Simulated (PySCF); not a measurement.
# A gas-phase reaction: GaH3O3 + H2S → GaH3O2S + H2O

Aim: the reaction energy of `[OH][Ga]([OH])[OH]` + `S` → `[OH][Ga]([OH])[SH]` + `O`.

Programs: PySCF 2.14.0. All values are calculated, for the isolated system unless a continuum is named. Atoms count from 0, parts from 1.

## (1) The system as given

Each species was relaxed by itself at PBE0-D3(BJ)/def2-SVPD.

## (2) Reaction energy: wB97M-D3(BJ)/def2-TZVPD

What the job is given:

```
{"job": {"kind": "react", "xc": "wB97M-D3(BJ)", "basis": "def2-TZVPD"}, "charge": 0, "multiplicity": 1}
-1 GaH3O3 charge 0 multiplicity 1
O      0.814030    -1.065550    -1.537740
Ga     0.263340    -0.156270    -0.118710
O     -1.482920     0.200350     0.026400
O      1.506130     0.332460     1.057510
H      0.111090    -1.304920    -2.148140
H     -1.764420     0.692750     0.801260
H      1.196550     0.820510     1.824270

-1 H2S charge 0 multiplicity 1
S     -0.012540     0.615440     0.002780
H     -0.978710    -0.327380    -0.001280
H      0.970980    -0.309260    -0.005020

+1 GaH3O2S charge 0 multiplicity 1
O      0.532450    -0.814280    -1.804710
Ga     0.165000    -0.120990    -0.207640
O     -1.526800     0.398180     0.048340
S      1.788890     0.020890     1.260840
H     -0.219940    -0.846980    -2.402860
H     -1.739450     0.797410     0.895270
H      0.993640     0.560310     2.212300

+1 H2O charge 0 multiplicity 1
O     -0.005660     0.389340     0.003500
H     -0.759950    -0.205730    -0.006600
H      0.765660    -0.183580     0.003040
```

With the program's defaults for keys left out, this is: wB97M-D3(BJ)/def2-TZVPD reaction energy of separated species, gas phase.

Launch:

```
$ OMP_NUM_THREADS=1 python cluster_run.py task.json out
```

One launch serves the whole session: the jobs run in the order shown.

**Question.** The jobs that follow are: PBE0-D3(BJ)/def2-TZVPD reaction energy of separated species, gas phase. Predict: reaction energy (wB97M-D3(BJ)/def2-TZVPD); ΔH, ΔG at 298 K (xTB thermal terms). Thermal terms come from harmonic xTB runs on each species.

The runs gave:

| quantity | value |
| --- | --- |
| reaction energy (wB97M-D3(BJ)/def2-TZVPD) | -9.03 kcal/mol |
| ΔH, ΔG at 298 K (xTB thermal terms) | -7.2, -7.2 kcal/mol |
| range of the reaction energy over the runs of this table | -10.76 to -9.03 kcal/mol |

What this shows: The reaction is exothermic by 7.2 kcal/mol in the gas phase; dispersion gives -0.28, and xTB itself gave -3.85 for the electronic energy (xTB energies and thermal terms come from the earlier relaxation of each species, not shown). No barrier was sought. The reaction energy runs from -10.76 (PBE0-D3(BJ)/def2-TZVPD) to -9.03 kcal/mol (wB97M-D3(BJ)/def2-TZVPD).
